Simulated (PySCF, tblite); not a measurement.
**F₂GeH₂O₂, a small molecule taken as a stand-in for a surface group (Ge site with back bonds O, O, F): NMR shifts, core binding energies and electronic excitations**

Wanted: the NMR shifts, core binding energies and electronic excitations for `[OH][Ge]([OH])([F])[F]`.

Programs: tblite 0.8.0 and PySCF 2.14.0. All values are calculated, for the isolated system unless a continuum is named. Atoms count from 0, parts from 1.

## Step 1: Starting point

7 atoms, charge 0, multiplicity 1; geometry: distance geometry start.

## Step 2: Relaxing the cluster with GFN2-xTB

Job settings and geometry (Å):

```
{"job": {"kind": "relax", "xc": "GFN2-xTB", "basis": "xTB"}, "charge": 0, "multiplicity": 1}
Ge    -0.642652    -1.050263     0.700029
O     -1.423802    -0.535674    -0.927221
O      0.349817     0.345020     1.394804
F     -1.896738    -1.540584     1.796462
F      0.425727    -2.436614     0.387202
H     -0.918413    -0.333150    -1.718249
H      0.139970     1.272771     1.237981
```

Level: GFN2-xTB geometry optimisation, gas phase.

Launch:

```sh
$ OMP_NUM_THREADS=1 python cluster_run.py task.json out
```

One launch serves the whole session: the jobs run in the order shown.

**Question.** The jobs that follow are: PBE0-D3(BJ)/def2-SVP geometry optimisation, gas phase; GIAO PBE0/pcSseg-2 NMR shielding, non-relativistic, gas phase; delta-SCF UKS SCAN, pcX-2 on the ionised atom, pcseg-1 elsewhere, spin-free X2C; TDDFT CAM-B3LYP/def2-SVPD, vertical, gas phase, core orbitals frozen in the response. Predict: point group; rotational constants (main isotopes); ¹H shifts against TMS (PBE0/pcSseg-2, means over atoms taken as alike); ⁷³Ge shifts against GeMe4 (PBE0/pcSseg-2); ¹⁷O shifts against H2O (PBE0/pcSseg-2, means over atoms taken as alike); ¹⁹F shifts against CFCl3 (PBE0/pcSseg-2, means over atoms taken as alike); surface potential, 1st and 99th percentile; O1s binding energies, SCAN/pcX-2; F1s binding energies, SCAN/pcX-2; lowest singlet (CAM-B3LYP/def2-SVPD); brightest single state of those computed; lowest triplet; vertical ionisation energy (ΔSCF); vertical electron affinity (ΔSCF).

**Answer**, as computed:

| quantity | value |
| --- | --- |
| point group | C2v |
| rotational constants (main isotopes) | 3.57, 3.46, 3.38 GHz |
| ¹H shifts against TMS (PBE0/pcSseg-2, means over atoms taken as alike) | 1.74 ppm |
| ⁷³Ge shifts against GeMe4 (PBE0/pcSseg-2) | -70 ppm |
| ¹⁷O shifts against H2O (PBE0/pcSseg-2, means over atoms taken as alike) | 33.7 ppm |
| ¹⁹F shifts against CFCl3 (PBE0/pcSseg-2, means over atoms taken as alike) | -159.4 ppm |
| surface potential, 1st and 99th percentile | -0.95 V and 3.06 V |
| O1s binding energies, SCAN/pcX-2 | O1 539.75 eV |
| F1s binding energies, SCAN/pcX-2 | F3 692.40 eV |
| lowest singlet (CAM-B3LYP/def2-SVPD) | 7.54 eV (164 nm), f = 0.000 |
| brightest single state of those computed | state 4, 8.98 eV, f = 0.202 |
| lowest triplet | 7.05 eV |
| vertical ionisation energy (ΔSCF) | 13.02 eV |
| vertical electron affinity (ΔSCF) | -0.29 eV (unbound: the value hangs on the basis) |

In words: The optimisation took 5 steps and gained 0.134 eV; among the close pairs (by a distance rule), Ge0–O2 changed most, from 1.677 to 1.732 Å (PBE0/def2-SVP). No frequency check was run at this level, so the end point may be a saddle. At PBE0/pcSseg-2: The largest span, 174 ppm, is at Ge0, where the paramagnetic term is -1350 ppm. By nearest atom (PBE0/pcSseg-2), the HOMO sits on O1, O2 about 43 % each and the LUMO on Ge0 20 %; H5, H6 about 16 % each. The lowest singlet, at 7.54 eV, is HOMO→LUMO 0.90 and is dark; of the 6 states computed, the strongest absorption comes from state 4 at 8.98 eV. The lowest triplet lies 0.50 eV below the lowest singlet (triplets in Tamm-Dancoff, singlets in full TDDFT). The orbital energy would give 11.84 eV for ionisation, ΔSCF gives 13.02 eV. Spin-orbit coupling is left out, which matters for shieldings and couplings at and beside the heavy atoms.
